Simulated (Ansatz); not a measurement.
**AlBr3: how energies converge with the basis set**

Aim: see how fast density functionals converge with the basis set for AlBr3.

Program: Ansatz 0.2.0, Gaussian basis. Level of theory: one geometry, several basis sets. These are calculated values, not measurements.

Levels to be run: PBE0-D4/def2-SVP; ωB97M-V/def2-SVP; PBE0-D4/def2-QZVPP; ωB97M-V/def2-QZVPP; the functionals' def2-TZVPP values are taken from earlier runs.

**1. The geometry**

The geometry comes from an earlier relaxation with PBE0-D4 in a triple-zeta def2 set; it is a stationary point.

4 atoms, charge 0, spin multiplicity 1.

Atoms are counted from 1 here; the program's logs count them from 0.

Bond lengths: Br1–Al2 2.229 Å, Al2–Br3 2.229 Å, Al2–Br4 2.229 Å. Angles: Br1–Al2–Br3 120.0°, Br1–Al2–Br4 120.0°, Br3–Al2–Br4 120.0°.

**2. PBE0-D4 in def2-SVP**

Contents of in.yaml:

```yaml
crystal:
  periodic: [false, false, false]
  atoms:
    - {symbol: Br, position_ang: [0.810704, 0.430105, 2.028376]}
    - {symbol: Al, position_ang: [0.013772, -0.015085, -0.004994]}
    - {symbol: Br, position_ang: [-0.132625, -2.125374, -0.707250]}
    - {symbol: Br, position_ang: [-0.636251, 1.650054, -1.336432]}
basis:
  gaussian: {orbitals: def2-SVP}
hamiltonian: {xc: pbe0, dispersion: d4}
output: {orbitals: {seedname: orbitals}}
```

Run with:

```
ansatz run in.yaml --threads 4 --pin off --events-out ev --progress --plain --max-ram 10444MiB
```

The runs that follow: ωB97M-V in def2-SVP; PBE0-D4 in def2-QZVPP; ωB97M-V in def2-QZVPP.

Q: Predict the results of all the runs planned. Wanted: PBE0-D4: double and triple zeta above quadruple; ωB97M-V: double and triple zeta above quadruple.

The runs gave:

| quantity | value |
| --- | --- |
| PBE0-D4: double and triple zeta above quadruple | 32.29, 4.49 eV |
| ωB97M-V: double and triple zeta above quadruple | 31.96, 4.32 eV |

In words: For PBE0-D4 the step from double to triple zeta gains 27.80 eV and the next only 4.49 eV. Total energies overstate the basis error of differences, where much of it tends to cancel.
